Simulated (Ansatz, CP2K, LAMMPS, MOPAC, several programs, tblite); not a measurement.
Energy against volume for ZnSe (started from an entry of an open crystallographic database), at fixed shape and fractional coordinates, computed by several methods (PBE and r2SCAN, where shown, with plane waves in Ansatz); the cell shown is that of r2SCAN. Space group F-43m (No. 216), cubic; conventional cell a = 5.665 Å, 22.72 Å³ an atom. Zn is surrounded by 4 Se at 2.45 Å; Se is surrounded by 4 Zn at 2.45 Å. The values are computed, spin-unpolarised, and not measurements. Energies count from each curve's lowest point; fits are third-order Birch-Murnaghan.

```xyz
2
Lattice="0.0000 2.8324 2.8324 2.8324 0.0000 2.8324 2.8324 2.8324 0.0000" Properties=species:S:1:pos:R:3 pbc="T T T"
Zn    0.0000    0.0000    0.0000
Se    1.4162    1.4162    1.4162
```

r2SCAN, on the shape of its own relaxed cell:
```csv
V (Å³/atom),E (meV/atom)
21.360,19.04
22.042,4.59
22.723,0.00
23.405,3.78
24.087,14.69
```
V₀ = 22.74 Å³ an atom and B₀ = 65 GPa.

GFN2-xTB (tblite), on the shape of the cell shown, as a cluster of 64 atoms at the zone centre:
```
V (Å³/atom)  E (meV/atom)
     19.997        186.09
     21.360         93.02
     22.723         36.96
     24.087          8.18
     25.450          0.00
```
V₀ = 25.43 Å³ an atom and B₀ = 34 GPa. The lowest point lies at an end of the range, so the fit is barely bracketed.

Problem. PBE/DZVP (CP2K), on the shape of the cell shown, gives
```
V (Å³/atom)  E (meV/atom)
     19.997        151.52
     21.360         55.60
     22.723          9.72
     24.087          0.00
     25.450         16.54
```
What equilibrium volume and bulk modulus follow?

Solution. V₀ = 23.84 Å³ an atom and B₀ = 57 GPa.

Problem. CdTeZnSeHgS0.sw (LAMMPS), on the shape of its own relaxed cell, gives
```
V (Å³/atom)  E (meV/atom)
     21.407         17.70
     22.090          4.13
     22.773          0.00
     23.457          3.93
     24.140         15.62
```
What equilibrium volume and bulk modulus follow?

Solution. V₀ = 22.77 Å³ an atom and B₀ = 65 GPa.

PM7 (MOPAC), on the shape of the cell shown, as a cluster of 64 atoms at the zone centre:
```
V (Å³/atom)  E (meV/atom)
     19.997         20.78
     21.360          0.00
     22.723         15.13
     24.087         62.56
     25.450        132.19
```
This method closes the gap of a crystal that DFT finds insulating, so its curve rests on a wrong state.
The points scatter about the fit by more than 0.3 meV an atom, so no fit is quoted.

Spin-orbit coupling is left out.
